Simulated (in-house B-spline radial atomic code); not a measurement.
**Lu⁴⁵⁺: excited configurations**

Aim: the energies of several excited configurations of Lu⁴⁵⁺ above a reference configuration, each from its own self-consistent run.

Method: Dirac-Hartree-Fock, average of configuration, Fermi nucleus, basis-set limit. Code: in-house B-spline radial atomic code version 1.

### 1 The atom as given

```
element       : lutetium (Z = 71)
charge        : +45
electrons     : 26
configuration : [Ar] 3d8
Hamiltonian   : Dirac-Coulomb
nucleus       : Fermi, rms radius 5.370 fm
```

Outer shells as boxes (Hund's rule):

[Ar] 3d8
```
[Ar] core
3d [↑↓][↑↓][↑↓][↑ ][↑ ]
```

The boxes draw the filling by Hund's rule, which heavy ions in jj coupling don't follow; these runs average over all states of the configuration.

Settings, as recorded:

```ini
Z = 71
electrons = 26.0
configuration = [Ar] 3d8
hamiltonian = dirac
method = hf
spin_polarised = False
nucleus = fermi
rms_radius = 5.37
mass_number = 175
atomic_mass = 174.940777211
speed_of_light = 137.035999084
```

From the earlier run of the reference: total energy -13069.194391 hartree. Levels, eight at most:

```tsv
orbital	occupation	energy (eV)	<r> (bohr)
2s1/2	2	-13332.5	0.08089
2p1/2	2	-12822.2	0.06721
2p3/2	4	-11694.1	0.07470
3s1/2	2	-4718.23	0.2056
3p1/2	2	-4498.85	0.1953
3p3/2	4	-4237.26	0.2077
3d3/2	3.2	-3898.35	0.1810
3d5/2	4.8	-3840.62	0.1849
```

### 2 Configuration [Ar] 3d7 7p1

Settings, as recorded:

```ini
Z = 71
electrons = 26.0
configuration = [Ar] 3d7 7p1
hamiltonian = dirac
method = hf
spin_polarised = False
nucleus = fermi
rms_radius = 5.37
mass_number = 175
atomic_mass = 174.940777211
speed_of_light = 137.035999084
```

### 3 Configuration [Ar] 3d7 5p1

Settings: those of step 2 with these lines changed.

```diff
@@ -2,3 +2,3 @@
 electrons = 26.0
-configuration = [Ar] 3d7 7p1
+configuration = [Ar] 3d7 5p1
 hamiltonian = dirac
```

### 4 Configuration [Ar] 3d7 5g1

Settings: those of step 3 with these lines changed.

```diff
@@ -2,3 +2,3 @@
 electrons = 26.0
-configuration = [Ar] 3d7 5p1
+configuration = [Ar] 3d7 5g1
 hamiltonian = dirac
```

### 5 [Ne] 3s2 3p5 3d8 4s1

Settings: those of step 4 with these lines changed.

```diff
@@ -2,3 +2,3 @@
 electrons = 26.0
-configuration = [Ar] 3d7 5g1
+configuration = [Ne] 3s2 3p5 3d8 4s1
 hamiltonian = dirac
```

### 6 [Ar] 3d7 5d1

Settings: those of step 5 with these lines changed.

```diff
@@ -2,3 +2,3 @@
 electrons = 26.0
-configuration = [Ne] 3s2 3p5 3d8 4s1
+configuration = [Ar] 3d7 5d1
 hamiltonian = dirac
```

Q: How far above the reference does each configuration lie (order and size, in eV)?

The runs gave:

| net move | configuration | energy above the reference (eV) | with Breit, QED, recoil (eV) | largest <r> (bohr) |
| --- | --- | --- | --- | --- |
| 3p → 4s | [Ne] 3s2 3p5 3d8 4s1 | 1978.67 | 1975.53 | 0.403 |
| 3d → 5p | [Ar] 3d7 5p1 | 2516.64 | 2514.81 | 0.687 |
| 3d → 5d | [Ar] 3d7 5d1 | 2600.68 | 2598.30 | 0.684 |
| 3d → 5g | [Ar] 3d7 5g1 | 2702.81 | 2700.02 | 0.592 |
| 3d → 7p | [Ar] 3d7 7p1 | 3206.07 | 3203.59 | 1.43 |

Quantum defects of the promoted electron, δ = n − ζ/√(−2ε) with ζ = 46 and ε its orbital energy in hartree:

| promotion | δ |
| --- | --- |
| 3p → 4s | 0.495 |
| 3d → 5p | 0.371 |
| 3d → 5d | 0.219 |
| 3d → 5g | 0.013 |
| 3d → 7p | 0.366 |

**Reading.** The energies run from 1978.67 eV (3p → 4s) to 3206.07 eV (3d → 7p). Of those tabulated, the defect is largest for 4s (0.49) and least for 5g (0.01); at this charge much of the defect is relativistic. Two partly filled shells share a symmetry and can mix in the average, which may lower the energy, for: 3d → 5d. These are averages over configurations, without correlation, not spectroscopic levels.
